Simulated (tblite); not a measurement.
# C3H6BF2N: the cost of one run

Computed with tblite 0.8.0 and PySCF 2.14.0, with density-fitted response routines of our own, on a single molecule in the gas phase. Atoms count from 0, in the outputs and in this text.

## Step 1: Starting geometry

13 atoms, charge 0, multiplicity 1; geometry from: force field or distance geometry start.

Bonds of the start (Å): N0–C1 1.27, C1–C2 1.52, C2–C3 1.52, C3–B4 1.59, B4–F5 1.45, B4–F6 1.44, N0–H7 1.04, C1–H8 1.09, C2–H9 1.11, C2–H10 1.12, C3–H11 1.13, C3–H12 1.10.

## Step 2: Geometry optimisation with GFN2-xTB

Job settings and geometry (Å):

```
{"job": {"kind": "relax", "xc": "GFN2-xTB", "basis": "xTB"}, "charge": 0, "multiplicity": 1}
N     -2.772900     0.446000    -0.172100
C     -1.719300    -0.260900    -0.164600
C     -0.352800     0.370800     0.007100
C      0.749900    -0.670300    -0.014000
B      2.181800    -0.002300     0.175700
F      2.660500     0.937400    -0.821200
F      3.016200    -0.343700     1.293300
H     -2.737300     1.479500    -0.072600
H     -1.798400    -1.346100    -0.256500
H     -0.346200     0.932500     0.969600
H     -0.210600     1.091100    -0.833100
H      0.590700    -1.401200     0.828000
H      0.733800    -1.232400    -0.957400
```

Launch:

```bash
$ OMP_NUM_THREADS=1 python probes_run.py task.json out
```

The driver reads the jobs from task.json and runs them one after another.

Q: Estimate the wall time of this first job on 1 thread of Intel Xeon at 2.50GHz, shared host.

About 2.1 s.
